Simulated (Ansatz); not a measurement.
# Si2W3: the cost of one run

Computed with Ansatz 0.2.0 (DFT PBEsol, scalar-relativistic, plane waves, PAW, unless a step's input says otherwise).

1 further run of the same task is left out (set aside as unsound or not needed). Runs told in other sessions of the task aren't counted.

## (1) The starting structure

The structure is tetragonal, space group P4/mbm (No. 127). The conventional cell has a = 6.582 Å, b = 6.582 Å, c = 3.275 Å, α = 90.00°, β = 90.00°, γ = 90.00°. Around Si (site symmetry m2m) lie 1 Si at 2.50 Å and 8 W at 2.52 to 2.57 Å. Around W (site symmetry 4/m) lie 4 Si at 2.57 Å. Around W (site symmetry m2m) lie 6 Si at 2.52 to 2.54 Å.

As a file:

```
CELL_PARAMETERS angstrom
6.58244 0.00000 0.00000
0.00000 6.58244 0.00000
0.00000 0.00000 3.27491
ATOMIC_POSITIONS crystal
Si 0.13408 0.63408 0.00000
Si 0.86592 0.36592 0.00000
Si 0.63408 0.86592 0.00000
Si 0.36592 0.13408 0.00000
W 0.50000 0.50000 0.00000
W 0.00000 0.00000 0.00000
W 0.65986 0.15986 0.50000
W 0.34014 0.84014 0.50000
W 0.15986 0.34014 0.50000
W 0.84014 0.65986 0.50000
```

It goes back to an entry of the Materials Project, which need not be the stable form.

This cell was relaxed beforehand with the same method: volume 14.19 Å³/atom, gap on the mesh none (metal).

## (2) Zero of energy

The reference gives a free energy of -64025.8384 eV, pressure -0.02 GPa, largest force 0.030 eV/Å and gap on the mesh none (metal). It was computed beforehand with the settings of the runs below.

## (3) Next: shifting one sublattice

Every Si atom is moved by x along the Cartesian unit vector (-0.707, -0.707, 0.000); the cell and all other atoms stay fixed. Forces below are components along that vector, summed over the moved atoms.

## (4) Point x = -0.100 Å

input.yaml

```yaml
crystal:
  lattice:
    - [6.5824376067, 0.0, 0.0]
    - [0.0, 6.5824376067, 0.0]
    - [0.0, 0.0, 3.2749106405]
  atoms:
    - { symbol: Si, position: [0.1448206347, 0.6448206347, 0.0] }
    - { symbol: Si, position: [0.8766640135, 0.3766640135, 0.0] }
    - { symbol: Si, position: [0.6448206347, 0.8766640135, 0.0] }
    - { symbol: Si, position: [0.3766640135, 0.1448206347, 0.0] }
    - { symbol: W, position: [0.5, 0.5, 0.0] }
    - { symbol: W, position: [0.0, 0.0, 0.0] }
    - { symbol: W, position: [0.6598576525, 0.1598576525, 0.5] }
    - { symbol: W, position: [0.3401423475, 0.8401423475, 0.5] }
    - { symbol: W, position: [0.1598576525, 0.3401423475, 0.5] }
    - { symbol: W, position: [0.8401423475, 0.6598576525, 0.5] }
basis:
  ecutwfc: 420
kpoints:
  mp_grid: { grid: [6, 6, 12] }
hamiltonian:
  xc: pbesol
scf:
  occupations: { method: gaussian, width: 0.15 }
output:
  forces: true
  stress: true
  eigenvalues: true
```

Started as:

```bash
ansatz run input.yaml --threads 2 --pin off --max-ram 5120MiB --backend cpu --events-out ev --progress --plain --runs-dir out
```

Q: Estimate wall time and peak memory on 2 threads of AMD EPYC 9R45 (Zen 5), shared host.

About 13 s, with a peak of 0.82 GiB.
